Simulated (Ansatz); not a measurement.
# EuGaSi: the cost of one run

Program: Ansatz 0.2.0. Level of theory: DFT PBEsol, scalar-relativistic, plane waves, PAW. These are calculated values, not measurements.

1 further run of the same task is left out (set aside as unsound or not needed).

## Step 1: The structure to begin with

The cell holds 24 atoms (Eu8Ga8Si7Sm): a = 8.253 Å, b = 8.253 Å, c = 8.513 Å, α = 90.00°, β = 90.00°, γ = 120.00°.

Coordinates:

```xyz
24
Lattice="-4.1263 -7.1469 0.0000 -4.1263 7.1469 0.0000 0.0000 0.0000 -8.5131" Properties=species:S:1:pos:R:3 pbc="T T T"
Eu    0.0000    0.0000   -4.2565
Eu    0.0000    0.0000    0.0000
Eu   -2.0631    3.5735   -4.2565
Eu   -2.0631    3.5735    0.0000
Eu   -2.0631   -3.5735   -4.2565
Eu   -2.0631   -3.5735    0.0000
Eu   -4.1263    0.0000   -4.2565
Eu   -4.1263    0.0000    0.0000
Ga   -2.0631   -1.1912   -2.1283
Ga   -2.0631   -1.1912   -6.3848
Ga   -4.1263    2.3823   -2.1283
Ga   -4.1263    2.3823   -6.3848
Ga   -4.1263   -4.7646   -2.1283
Ga   -4.1263   -4.7646   -6.3848
Ga   -6.1894   -1.1912   -2.1283
Ga   -6.1894   -1.1912   -6.3848
Sm   -4.1263    4.7646   -2.1283
Si   -4.1263    4.7646   -6.3848
Si   -2.0631    1.1912   -2.1283
Si   -2.0631    1.1912   -6.3848
Si   -6.1894    1.1912   -2.1283
Si   -6.1894    1.1912   -6.3848
Si   -4.1263   -2.3823   -2.1283
Si   -4.1263   -2.3823   -6.3848
```

The host was relaxed before at PBEsol: a = 4.126 Å, b = 4.126 Å, c = 4.257 Å, α = 90.00°, β = 90.00°, γ = 120.00° (conventional cell), 20.921 Å³/atom.

Places, in fractions of the supercell: Sm in place of Si at (0.167, 0.833, 0.250). The start keeps the symmetry of the ideal site.

## Step 2: The perfect crystal in the supercell of 24 atoms

The input, input.yaml:

```yaml
crystal:
  lattice:
    - [-4.1262894463, -7.1469429563, 0.0]
    - [-4.1262894364, 7.146942962, 0.0]
    - [0.0, 0.0, -8.5130538138]
  atoms:
    - { symbol: Eu, position: [0.0, 0.0, 0.5], spin: 7.35 }
    - { symbol: Eu, position: [0.0, 0.0, 0.0], spin: 7.35 }
    - { symbol: Eu, position: [0.0, 0.5, 0.5], spin: 7.35 }
    - { symbol: Eu, position: [0.0, 0.5, 0.0], spin: 7.35 }
    - { symbol: Eu, position: [0.5, 0.0, 0.5], spin: 7.35 }
    - { symbol: Eu, position: [0.5, 0.0, 0.0], spin: 7.35 }
    - { symbol: Eu, position: [0.5, 0.5, 0.5], spin: 7.35 }
    - { symbol: Eu, position: [0.5, 0.5, 0.0], spin: 7.35 }
    - { symbol: Ga, position: [0.3333333333, 0.1666666667, 0.25] }
    - { symbol: Ga, position: [0.3333333333, 0.1666666667, 0.75] }
    - { symbol: Ga, position: [0.3333333333, 0.6666666667, 0.25] }
    - { symbol: Ga, position: [0.3333333333, 0.6666666667, 0.75] }
    - { symbol: Ga, position: [0.8333333333, 0.1666666667, 0.25] }
    - { symbol: Ga, position: [0.8333333333, 0.1666666667, 0.75] }
    - { symbol: Ga, position: [0.8333333333, 0.6666666667, 0.25] }
    - { symbol: Ga, position: [0.8333333333, 0.6666666667, 0.75] }
    - { symbol: Si, position: [0.1666666667, 0.8333333333, 0.25] }
    - { symbol: Si, position: [0.1666666667, 0.8333333333, 0.75] }
    - { symbol: Si, position: [0.1666666667, 0.3333333333, 0.25] }
    - { symbol: Si, position: [0.1666666667, 0.3333333333, 0.75] }
    - { symbol: Si, position: [0.6666666667, 0.8333333333, 0.25] }
    - { symbol: Si, position: [0.6666666667, 0.8333333333, 0.75] }
    - { symbol: Si, position: [0.6666666667, 0.3333333333, 0.25] }
    - { symbol: Si, position: [0.6666666667, 0.3333333333, 0.75] }
basis:
  ecutwfc: 420
  xc_grid: 2
kpoints:
  mp_grid: { grid: [3, 3, 3], shift: [0.0, 0.0, 0.0] }
hamiltonian:
  xc: pbesol
scf:
  occupations: { method: gaussian, width: 0.05 }
  lower_state_search: "off"
output:
  forces: true
  stress: true
  eigenvalues: true
  populations: true
  write_density: true
  write_potential: true
  elf: true
  volumetric_format: npy
magnetization:
  spin_polarized: true
```

Command:

```sh
> ansatz run input.yaml --threads 8 --pin off --max-ram 14336MiB --backend cpu --events-out ev --progress --plain --runs-dir out
```

**Question.** How long does this run take on 8 threads of Arm Neoverse V2, shared host, and how much memory does it need?

About 40 s, with a peak of 4 GiB.
